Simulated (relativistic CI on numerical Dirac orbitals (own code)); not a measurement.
# Zr³⁺ (4d) in crystal fields: levels and magnetism

How does a crystal field split the 4d shell of Zr³⁺, and what follows for the ground state and χT? 6 fields tried.

Method: Dirac-Coulomb-Breit CI, KLI orbitals optimised for each configuration, model QED (radiative potential, 1s self-energy scaled to tabulated hydrogen-like ionisation energies), valence Slater integrals scaled by 0.85, one configuration in a parametric crystal field. Code: relativistic CI on numerical Dirac orbitals (own code) version 1.

## (1) The system

- ion: Zr³⁺ (Zr IV)
- nuclear charge: 40
- electrons: 37
- open shell: 4d
- Slater scale: 0.85
- field 1 (cm⁻¹): Td, 10Dq = -19550
- field 2 (cm⁻¹): Oh, 10Dq = 32800
- field 3 (cm⁻¹): Oh, 10Dq = 16300
- field 4 (cm⁻¹): Td, 10Dq = -8450
- field 5 (cm⁻¹): Oh, 10Dq = 14500
- field 6 (cm⁻¹): D3d, 10Dq = 27650, Dsigma = -730, Dtau = -180

Outer shells as boxes (Hund's rule):

[Kr] 4d1
```
[Kr] core
4d [↑ ][  ][  ][  ][  ]
```

## (2) Field 1: Td, 10Dq = -19550

Settings of the run:

```ini
atom Zr  Z=40  charge=3  electrons=37
nucleus A=90  rms_radius_fm=4.2694
hamiltonian dirac-coulomb  breit=on  qed=on  c_scale=1
orbitals kli  potential=per-configuration
slater_scale 0.85
correlation none
mixing on
configurations
  [Kr] 4d
end
crystal_field Td 10Dq=-19550
```

## (3) Field 2: Oh, 10Dq = 32800

Settings: those of step 2 with these lines changed.

```diff
@@ -10,2 +10,2 @@
 end
-crystal_field Td 10Dq=-19550
+crystal_field Oh 10Dq=32800
```

## (4) Field 3: Oh, 10Dq = 16300

Settings: those of step 3 with these lines changed.

```diff
@@ -10,2 +10,2 @@
 end
-crystal_field Oh 10Dq=32800
+crystal_field Oh 10Dq=16300
```

## (5) Field 4: Td, 10Dq = -8450

Settings: those of step 4 with these lines changed.

```diff
@@ -10,2 +10,2 @@
 end
-crystal_field Oh 10Dq=16300
+crystal_field Td 10Dq=-8450
```

## (6) Field 5: Oh, 10Dq = 14500

Settings: those of step 5 with these lines changed.

```diff
@@ -10,2 +10,2 @@
 end
-crystal_field Td 10Dq=-8450
+crystal_field Oh 10Dq=14500
```

## (7) Field 6: D3d, 10Dq = 27650, Dsigma = -730, Dtau = -180

Settings: those of step 6 with these lines changed.

```diff
@@ -10,2 +10,2 @@
 end
-crystal_field Oh 10Dq=14500
+crystal_field D3d 10Dq=27650 Dsigma=-730 Dtau=-180
```

(Steps that only read results are left out.)

Before running it: what results should come out? Wanted: ground spin; ground doublet.

As calculated:

| field | ground state | degeneracy | S | J | first gap (cm⁻¹) | stabilisation (cm⁻¹) | χT at 2 K | χT at 300 K |
| --- | --- | --- | --- | --- | --- | --- | --- | --- |
| 1: Td | G8 | 4 | 0.50 | 2.12 | 19358 | -11078 | 0.343 | 0.358 |
| 2: Oh | G8 | 4 | 0.50 | 1.93 | 677 | -12684 | 0.002 | 0.226 |
| 3: Oh | G8 | 4 | 0.50 | 1.92 | 686 | -6093 | 0.004 | 0.225 |
| 4: Td | G8 | 4 | 0.50 | 2.08 | 8299 | -4438 | 0.301 | 0.338 |
| 5: Oh | G8 | 4 | 0.50 | 1.91 | 688 | -5375 | 0.004 | 0.225 |
| 6: D3d | G56 | 2 | 0.50 | 1.92 | 449 | -11502 | 0.003 | 0.231 |

χT is in cm³ K/mol; stabilisation counts from the free ion's lowest level; S and J come from the expectation values of their squares.

```
                           quantity                                                 value
ground spin (effective S from ⟨S²⟩)  1: 0.50, 2: 0.50, 3: 0.50, 4: 0.50, 5: 0.50, 6: 0.50
                        χT at 300 K                                0.23 to 0.36 cm³ K/mol
                     ground doublet                         field 6, g = 0.00, 0.00, 0.20
```

**Reading.** All fields leave the ground state at S = 1/2. The lowest doublet of field 6 is strongly axial. The field is a set of parameters, without covalency or charge transfer.
